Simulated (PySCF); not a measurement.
# A gas-phase reaction: CH6Si + Br2 → CH5BrSi + BrH

Wanted: the reaction energy for `C[SiH3]` + `BrBr` → `C[SiH2]Br` + `Br`.

Computed with PySCF 2.14.0; each step states its level. No surroundings beyond the atoms listed, unless a continuum is named. Atoms count from 0, parts from 1.

### 1 The system as given

Each species was relaxed by itself at PBE0-D3(BJ)/def2-SVPD.

### 2 Energies of the species: wB97M-D3(BJ)/def2-TZVPD

The job: settings as JSON, then the geometry in Å.

```
{"job": {"kind": "react", "xc": "wB97M-D3(BJ)", "basis": "def2-TZVPD"}, "charge": 0, "multiplicity": 1}
-1 CH6Si charge 0 multiplicity 1
C      0.336590    -0.563810    -0.733460
Si    -0.317990     0.510720     0.663050
H      1.410010    -0.765840    -0.604490
H      0.199300    -0.070630    -1.706910
H     -0.188400    -1.529720    -0.766060
H     -0.128820    -0.166080     1.982290
H     -1.776590     0.781770     0.480570
H      0.400510     1.820890     0.701540

-1 Br2 charge 0 multiplicity 1
Br     1.150560     0.004040     0.003370
Br    -1.150820    -0.001220    -0.000830

+1 CH5BrSi charge 0 multiplicity 1
C     -0.999370     0.089810    -0.077340
Si     0.811380    -0.315630     0.114070
Br     1.958320     1.569310     0.517080
H     -1.395390     0.554180     0.836910
H     -1.570650    -0.830450    -0.275620
H     -1.158830     0.784580    -0.914120
H      1.381620    -0.910970    -1.126560
H      1.058110    -1.224970     1.267740

+1 BrH charge 0 multiplicity 1
Br     0.715120     0.004270     0.001860
H     -0.708610    -0.001050    -0.002360
```

Level: wB97M-D3(BJ)/def2-TZVPD reaction energy of separated species, gas phase.

Started as:

```console
> OMP_NUM_THREADS=1 python cluster_run.py task.json out
```

One launch serves the whole session: the jobs run in the order shown.

The program printed:

```text
species 1 (CH6Si)
coarse grid: 26424 points
cycle   1  E = -331.2614448125  dE = -2.119e-01  |g| = 1.897e-01  |ddm| = 2.006e+00
cycle   2  E = -331.2679724948  dE = -6.528e-03  |g| = 1.138e-01  |ddm| = 3.625e-01
cycle   3  E = -331.2708315842  dE = -2.859e-03  |g| = 1.990e-02  |ddm| = 9.111e-02
cycle   4  E = -331.2709615023  dE = -1.299e-04  |g| = 5.422e-03  |ddm| = 3.070e-02
cycle   5  E = -331.2709680447  dE = -6.542e-06  |g| = 7.036e-04  |ddm| = 8.029e-03
final grid: 55368 points
cycle   6  E = -331.2709470375  dE = -3.205e-07  |g| = 2.641e-04  |ddm| = 4.327e-03
cycle   7  E = -331.2709470745  dE = -3.696e-08  |g| = 1.353e-04  |ddm| = 8.349e-04
cycle   8  E = -331.2709470807  dE = -6.171e-09  |g| = 4.830e-05  |ddm| = 1.812e-04
cycle   9  E = -331.2709470823  dE = -1.599e-09  |g| = 1.473e-05  |ddm| = 1.330e-04
cycle  10  E = -331.2709470823  dE = -6.901e-11  |g| = 1.367e-06  |ddm| = 2.357e-05
converged SCF energy = -331.2709470823

species 2 (Br2)
coarse grid: 14664 points
cycle   1  E = -5148.2886919634  dE = -2.032e+00  |g| = 4.158e-01  |ddm| = 1.565e+00
cycle   2  E = -5148.3001171605  dE = -1.143e-02  |g| = 2.962e-01  |ddm| = 3.425e-01
cycle   3  E = -5148.3083610197  dE = -8.244e-03  |g| = 9.005e-03  |ddm| = 1.528e-01
cycle   4  E = -5148.3084055743  dE = -4.455e-05  |g| = 2.023e-03  |ddm| = 1.256e-02
cycle   5  E = -5148.3084091469  dE = -3.573e-06  |g| = 6.167e-04  |ddm| = 4.103e-03
final grid: 26152 points
cycle   6  E = -5148.3084027093  dE = -1.104e-07  |g| = 3.661e-04  |ddm| = 8.880e-04
cycle   7  E = -5148.3084027329  dE = -2.363e-08  |g| = 2.411e-04  |ddm| = 4.758e-04
cycle   8  E = -5148.3084027471  dE = -1.420e-08  |g| = 2.159e-05  |ddm| = 1.721e-04
cycle   9  E = -5148.3084027473  dE = -2.101e-10  |g| = 1.096e-05  |ddm| = 2.977e-05
converged SCF energy = -5148.3084027473

species 3 (CH5BrSi)
coarse grid: 31288 points
cycle   1  E = -2904.8646502812  dE = -1.033e+00  |g| = 3.395e-01  |ddm| = 2.193e+00
cycle   2  E = -2904.8819937935  dE = -1.734e-02  |g| = 1.969e-01  |ddm| = 5.460e-01
cycle   3  E = -2904.8899555401  dE = -7.962e-03  |g| = 2.595e-02  |ddm| = 1.876e-01
cycle   4  E = -2904.8901186198  dE = -1.631e-04  |g| = 8.690e-03  |ddm| = 3.175e-02
cycle   5  E = -2904.8901375144  dE = -1.889e-05  |g| = 1.735e-03  |ddm| = 1.442e-02
cycle   6  E = -2904.8901386248  dE = -1.110e-06  |g| = 5.285e-04  |ddm| = 3.858e-03
final grid: 63072 points
cycle   7  E = -2904.8900651902  dE = -1.320e-07  |g| = 4.066e-04  |ddm| = 3.424e-03
cycle   8  E = -2904.8900652122  dE = -2.196e-08  |g| = 3.052e-04  |ddm| = 7.256e-04
cycle   9  E = -2904.8900652280  dE = -1.582e-08  |g| = 2.588e-05  |ddm| = 2.163e-04
cycle  10  E = -2904.8900652287  dE = -6.844e-10  |g| = 1.292e-05  |ddm| = 1.115e-04
converged SCF energy = -2904.8900652287

species 4 (BrH)
coarse grid: 9808 points
cycle   1  E = -2574.7444818314  dE = -1.115e+00  |g| = 2.814e-01  |ddm| = 9.887e-01
cycle   2  E = -2574.7574488449  dE = -1.297e-02  |g| = 1.487e-01  |ddm| = 2.655e-01
cycle   3  E = -2574.7608846275  dE = -3.436e-03  |g| = 8.656e-03  |ddm| = 8.708e-02
cycle   4  E = -2574.7609219921  dE = -3.736e-05  |g| = 2.523e-03  |ddm| = 1.268e-02
cycle   5  E = -2574.7609264224  dE = -4.430e-06  |g| = 6.498e-04  |ddm| = 4.934e-03
final grid: 18448 points
cycle   6  E = -2574.7609111210  dE = -1.923e-07  |g| = 3.884e-04  |ddm| = 9.237e-04
cycle   7  E = -2574.7609111486  dE = -2.763e-08  |g| = 2.729e-04  |ddm| = 3.936e-04
cycle   8  E = -2574.7609111557  dE = -7.064e-09  |g| = 3.379e-05  |ddm| = 1.359e-04
cycle   9  E = -2574.7609111567  dE = -1.031e-09  |g| = 1.120e-05  |ddm| = 6.293e-05
cycle  10  E = -2574.7609111568  dE = -5.093e-11  |g| = 1.703e-06  |ddm| = 1.292e-05
converged SCF energy = -2574.7609111568

Reaction energy = -45.525 kcal/mol
```

It took 30 s on 1 thread of Arm Neoverse N1, shared host; peak memory 0.65 GiB.

Species by species (with the dispersion term, which the log's SCF energies lack):

```tsv
ν	species	energy (Eh)	HOMO (eV)
-1	C[SiH3]	-331.27719	-11.56
-1	BrBr	-5148.30959	-10.44
+1	C[SiH2]Br	-2904.89786	-10.55
+1	Br	-2574.76148	-11.15
```

### 3 Energies of the species: PBE0-D3(BJ)/def2-TZVPD

Settings changed since step 2:

```diff
@@ -1,2 +1,2 @@
-{"job": {"kind": "react", "xc": "wB97M-D3(BJ)", "basis": "def2-TZVPD"}, "charge": 0, "multiplicity": 1}
+{"job": {"kind": "react", "xc": "PBE0", "basis": "def2-TZVPD", "disp": "d3bj"}, "charge": 0, "multiplicity": 1}
 -1 CH6Si charge 0 multiplicity 1
```

Level: PBE0-D3(BJ)/def2-TZVPD reaction energy of separated species, gas phase.

The program printed:

```text
species 1 (CH6Si)
coarse grid: 6432 points
cycle   1  E = -331.0319224208  dE = -2.274e-01  |g| = 2.996e-01  |ddm| = 2.007e+00
cycle   2  E = -331.0247455072  dE =  7.177e-03  |g| = 3.339e-01  |ddm| = 4.511e-01
cycle   3  E = -331.0535039494  dE = -2.876e-02  |g| = 2.085e-02  |ddm| = 2.161e-01
cycle   4  E = -331.0536215031  dE = -1.176e-04  |g| = 4.081e-03  |ddm| = 2.205e-02
cycle   5  E = -331.0536248335  dE = -3.330e-06  |g| = 5.363e-04  |ddm| = 4.962e-03
final grid: 55368 points
cycle   6  E = -331.0501784110  dE = -1.502e-05  |g| = 4.619e-03  |ddm| = 9.510e-02
cycle   7  E = -331.0501759204  dE =  2.491e-06  |g| = 5.539e-03  |ddm| = 7.836e-03
cycle   8  E = -331.0501836271  dE = -7.707e-06  |g| = 1.108e-04  |ddm| = 3.428e-03
cycle   9  E = -331.0501836308  dE = -3.692e-09  |g| = 3.213e-05  |ddm| = 2.906e-04
cycle  10  E = -331.0501836311  dE = -3.067e-10  |g| = 4.141e-06  |ddm| = 4.804e-05
converged SCF energy = -331.0501836311

species 2 (Br2)
coarse grid: 14664 points
cycle   1  E = -5147.6955174915  dE = -1.992e+00  |g| = 4.158e-01  |ddm| = 1.609e+00
cycle   2  E = -5147.7001486004  dE = -4.631e-03  |g| = 3.188e-01  |ddm| = 3.040e-01
cycle   3  E = -5147.7078029594  dE = -7.654e-03  |g| = 2.250e-02  |ddm| = 1.633e-01
cycle   4  E = -5147.7079140375  dE = -1.111e-04  |g| = 7.934e-03  |ddm| = 2.329e-02
cycle   5  E = -5147.7079303249  dE = -1.629e-05  |g| = 5.812e-04  |ddm| = 6.034e-03
cycle   6  E = -5147.7079303837  dE = -5.880e-08  |g| = 9.434e-05  |ddm| = 7.038e-04
final grid: 26152 points
cycle   7  E = -5147.7079425518  dE = -3.386e-09  |g| = 8.878e-05  |ddm| = 2.089e-04
cycle   8  E = -5147.7079425521  dE = -2.919e-10  |g| = 7.651e-05  |ddm| = 1.000e-04
cycle   9  E = -5147.7079425526  dE = -4.202e-10  |g| = 2.355e-06  |ddm| = 3.911e-05
converged SCF energy = -5147.7079425526

species 3 (CH5BrSi)
coarse grid: 31288 points
cycle   1  E = -2904.3425092357  dE = -1.075e+00  |g| = 3.953e-01  |ddm| = 2.257e+00
cycle   2  E = -2904.3404013950  dE =  2.108e-03  |g| = 3.564e-01  |ddm| = 5.863e-01
cycle   3  E = -2904.3690444778  dE = -2.864e-02  |g| = 5.919e-02  |ddm| = 2.785e-01
cycle   4  E = -2904.3698177618  dE = -7.733e-04  |g| = 5.247e-03  |ddm| = 4.527e-02
cycle   5  E = -2904.3698216848  dE = -3.923e-06  |g| = 2.616e-03  |ddm| = 6.598e-03
final grid: 63072 points
cycle   6  E = -2904.3698124769  dE =  6.716e-07  |g| = 3.090e-03  |ddm| = 6.523e-03
cycle   7  E = -2904.3698110888  dE =  1.388e-06  |g| = 3.833e-03  |ddm| = 5.807e-03
cycle   8  E = -2904.3698152690  dE = -4.180e-06  |g| = 2.219e-04  |ddm| = 3.214e-03
cycle   9  E = -2904.3698152770  dE = -8.039e-09  |g| = 1.661e-05  |ddm| = 1.731e-04
cycle  10  E = -2904.3698152771  dE = -6.003e-11  |g| = 4.156e-06  |ddm| = 1.968e-05
converged SCF energy = -2904.3698152771

species 4 (BrH)
coarse grid: 9808 points
cycle   1  E = -2574.4494536383  dE = -1.081e+00  |g| = 2.724e-01  |ddm| = 1.042e+00
cycle   2  E = -2574.4540918877  dE = -4.638e-03  |g| = 1.699e-01  |ddm| = 2.601e-01
cycle   3  E = -2574.4588662034  dE = -4.774e-03  |g| = 3.007e-02  |ddm| = 1.194e-01
cycle   4  E = -2574.4590976820  dE = -2.315e-04  |g| = 4.156e-03  |ddm| = 2.212e-02
cycle   5  E = -2574.4591016844  dE = -4.002e-06  |g| = 1.311e-03  |ddm| = 4.270e-03
final grid: 18448 points
cycle   6  E = -2574.4591028120  dE = -7.034e-08  |g| = 1.375e-03  |ddm| = 2.024e-03
cycle   7  E = -2574.4591028263  dE = -1.434e-08  |g| = 1.399e-03  |ddm| = 1.791e-03
cycle   8  E = -2574.4591030472  dE = -2.209e-07  |g| = 5.149e-05  |ddm| = 8.398e-04
cycle   9  E = -2574.4591030479  dE = -6.862e-10  |g| = 1.026e-05  |ddm| = 4.413e-05
converged SCF energy = -2574.4591030479

Reaction energy = -45.020 kcal/mol
```

Wall time 16 s (1 thread of Arm Neoverse N1, shared host); peak memory 0.6 GiB.

Reaction energy at this level: -45.02 kcal/mol.

### 4 Reaction energy: MP2/def2-TZVPD

Settings changed since step 3:

```diff
@@ -1,2 +1,2 @@
-{"job": {"kind": "react", "xc": "PBE0", "basis": "def2-TZVPD", "disp": "d3bj"}, "charge": 0, "multiplicity": 1}
+{"job": {"kind": "react", "xc": "MP2", "basis": "def2-TZVPD"}, "charge": 0, "multiplicity": 1}
 -1 CH6Si charge 0 multiplicity 1
```

Method: MP2/def2-TZVPD reaction energy of separated species, gas phase.

The program printed:

```text
species 1 (CH6Si)
final grid: 55368 points
cycle   1  E = -330.2944300433  dE = -2.366e-01  |g| = 2.316e-01  |ddm| = 1.887e+00
cycle   2  E = -330.3174225428  dE = -2.299e-02  |g| = 6.313e-02  |ddm| = 3.943e-01
cycle   3  E = -330.3195073989  dE = -2.085e-03  |g| = 1.687e-02  |ddm| = 1.297e-01
cycle   4  E = -330.3196044366  dE = -9.704e-05  |g| = 3.193e-03  |ddm| = 2.194e-02
cycle   5  E = -330.3196117980  dE = -7.361e-06  |g| = 9.724e-04  |ddm| = 9.875e-03
cycle   6  E = -330.3196123308  dE = -5.328e-07  |g| = 3.006e-04  |ddm| = 2.390e-03
cycle   7  E = -330.3196123847  dE = -5.383e-08  |g| = 5.606e-05  |ddm| = 7.480e-04
cycle   8  E = -330.3196123871  dE = -2.462e-09  |g| = 1.001e-05  |ddm| = 2.070e-04
cycle   9  E = -330.3196123872  dE = -8.026e-11  |g| = 1.500e-06  |ddm| = 4.173e-05
converged SCF energy = -330.3196123872

species 2 (Br2)
final grid: 26152 points
cycle   1  E = -5144.8048461248  dE = -2.062e+00  |g| = 2.909e-01  |ddm| = 1.538e+00
cycle   2  E = -5144.8189359415  dE = -1.409e-02  |g| = 1.474e-01  |ddm| = 2.565e-01
cycle   3  E = -5144.8217328950  dE = -2.797e-03  |g| = 1.800e-02  |ddm| = 9.135e-02
cycle   4  E = -5144.8218981066  dE = -1.652e-04  |g| = 4.299e-03  |ddm| = 2.375e-02
cycle   5  E = -5144.8219101931  dE = -1.209e-05  |g| = 1.080e-03  |ddm| = 6.539e-03
cycle   6  E = -5144.8219106965  dE = -5.034e-07  |g| = 1.901e-04  |ddm| = 1.295e-03
cycle   7  E = -5144.8219107128  dE = -1.635e-08  |g| = 2.978e-05  |ddm| = 2.742e-04
cycle   8  E = -5144.8219107132  dE = -3.765e-10  |g| = 3.080e-06  |ddm| = 6.117e-05
converged SCF energy = -5144.8219107132

species 3 (CH5BrSi)
final grid: 63072 points
cycle   1  E = -2902.1741504969  dE = -1.036e+00  |g| = 3.228e-01  |ddm| = 2.072e+00
cycle   2  E = -2902.2094125671  dE = -3.526e-02  |g| = 1.176e-01  |ddm| = 5.216e-01
cycle   3  E = -2902.2136351199  dE = -4.223e-03  |g| = 3.803e-02  |ddm| = 1.537e-01
cycle   4  E = -2902.2141865384  dE = -5.514e-04  |g| = 9.163e-03  |ddm| = 4.865e-02
cycle   5  E = -2902.2142098408  dE = -2.330e-05  |g| = 2.174e-03  |ddm| = 1.216e-02
cycle   6  E = -2902.2142126891  dE = -2.848e-06  |g| = 6.154e-04  |ddm| = 5.803e-03
cycle   7  E = -2902.2142129357  dE = -2.466e-07  |g| = 1.862e-04  |ddm| = 1.630e-03
cycle   8  E = -2902.2142129613  dE = -2.564e-08  |g| = 4.073e-05  |ddm| = 4.345e-04
cycle   9  E = -2902.2142129627  dE = -1.392e-09  |g| = 1.138e-05  |ddm| = 1.233e-04
cycle  10  E = -2902.2142129628  dE = -9.823e-11  |g| = 3.066e-06  |ddm| = 3.748e-05
converged SCF energy = -2902.2142129628

species 4 (BrH)
final grid: 18448 points
cycle   1  E = -2572.9852623861  dE = -1.144e+00  |g| = 2.202e-01  |ddm| = 9.640e-01
cycle   2  E = -2572.9999186975  dE = -1.466e-02  |g| = 7.760e-02  |ddm| = 2.157e-01
cycle   3  E = -2573.0014424620  dE = -1.524e-03  |g| = 1.588e-02  |ddm| = 5.815e-02
cycle   4  E = -2573.0016143607  dE = -1.719e-04  |g| = 5.005e-03  |ddm| = 1.886e-02
cycle   5  E = -2573.0016334863  dE = -1.913e-05  |g| = 1.691e-03  |ddm| = 6.805e-03
cycle   6  E = -2573.0016348892  dE = -1.403e-06  |g| = 3.418e-04  |ddm| = 2.059e-03
cycle   7  E = -2573.0016349629  dE = -7.364e-08  |g| = 5.979e-05  |ddm| = 6.414e-04
cycle   8  E = -2573.0016349643  dE = -1.422e-09  |g| = 8.468e-06  |ddm| = 8.660e-05
cycle   9  E = -2573.0016349643  dE = -3.320e-11  |g| = 1.310e-06  |ddm| = 1.889e-05
converged SCF energy = -2573.0016349643

Reaction energy = -48.631 kcal/mol
```

It took 8.2 s on 1 thread of Arm Neoverse N1, shared host; peak memory 0.45 GiB.

Reaction energy at this level: -48.63 kcal/mol.

### 5 Side by side

Energies in kcal/mol, with wall time:

```tsv
run	reaction	time
wB97M-D3(BJ)/def2-TZVPD	-45.52	30 s
PBE0-D3(BJ)/def2-TZVPD	-45.02	16 s
MP2/def2-TZVPD	-48.63	8.2 s
```

### 6 What came out

```
                                                quantity                      value
               reaction energy (wB97M-D3(BJ)/def2-TZVPD)            -45.52 kcal/mol
                     ΔH, ΔG at 298 K (xTB thermal terms)      -45.8, -46.4 kcal/mol
range of the reaction energy over the runs of this table  -48.63 to -45.02 kcal/mol
```

In words: The reaction is exothermic by 45.8 kcal/mol in the gas phase; dispersion gives -0.58, and xTB itself gave -27.40 for the electronic energy (xTB energies and thermal terms come from the earlier relaxation of each species, not shown). No barrier was sought. xTB and this level differ widely in the electronic energy, so what comes from xTB (the thermal terms above all) is less safe here. The reaction energy runs from -48.63 (MP2/def2-TZVPD) to -45.02 kcal/mol (PBE0-D3(BJ)/def2-TZVPD).
